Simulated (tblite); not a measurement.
# C4H9SeSi: the cost of one run

The runs use tblite 0.8.0 and PySCF 2.14.0, with density-fitted response routines of our own; the level of theory stands in each step. All values are computed, except where a source is named. Atoms are numbered from 0 throughout.

### 1 The molecule as given

15 atoms, charge 0, multiplicity 2; geometry from: force field or distance geometry start.

Bonds of the start (Å): Se0–Si1 2.28, Si1–C2 1.85, C2–C3 1.54, C3–C4 1.54, C4–C5 1.52, C5–C2 1.54, Se0–H6 1.51, Si1–H7 1.47, C2–H8 1.10, C3–H9 1.10, C3–H10 1.10, C4–H11 1.11, C4–H12 1.10, C5–H13 1.11, C5–H14 1.10.

### 2 Relaxing the molecule with GFN2-xTB

The job: settings as JSON, then the geometry in Å.

```
{"job": {"kind": "relax", "xc": "GFN2-xTB", "basis": "xTB"}, "charge": 0, "multiplicity": 2}
Se     3.588400     0.874600    -0.118100
Si     1.447600     1.121600    -0.849000
C      0.259800    -0.063600    -0.080700
C     -0.654300    -0.790800    -1.076800
C     -1.677700    -0.792000     0.071100
C     -1.051700     0.546500     0.436300
H      4.154300    -0.517800    -0.303700
H      1.006200     2.521500    -0.834200
H      0.706900    -0.694200     0.694900
H     -0.962300    -0.176400    -1.940500
H     -0.254600    -1.795000    -1.305200
H     -1.416100    -1.632500     0.751900
H     -2.725400    -0.744300    -0.257400
H     -1.398700     1.368100    -0.230400
H     -1.026600     0.782400     1.514200
```

Command:

```
$ OMP_NUM_THREADS=1 python probes_run.py task.json out
```

One launch serves the whole session: the jobs run in the order shown.

Q: Estimate the wall time and peak memory of this first job on 1 thread of Arm Neoverse V1, shared host.

About 1.4 s, with a peak of 0.18 GiB.
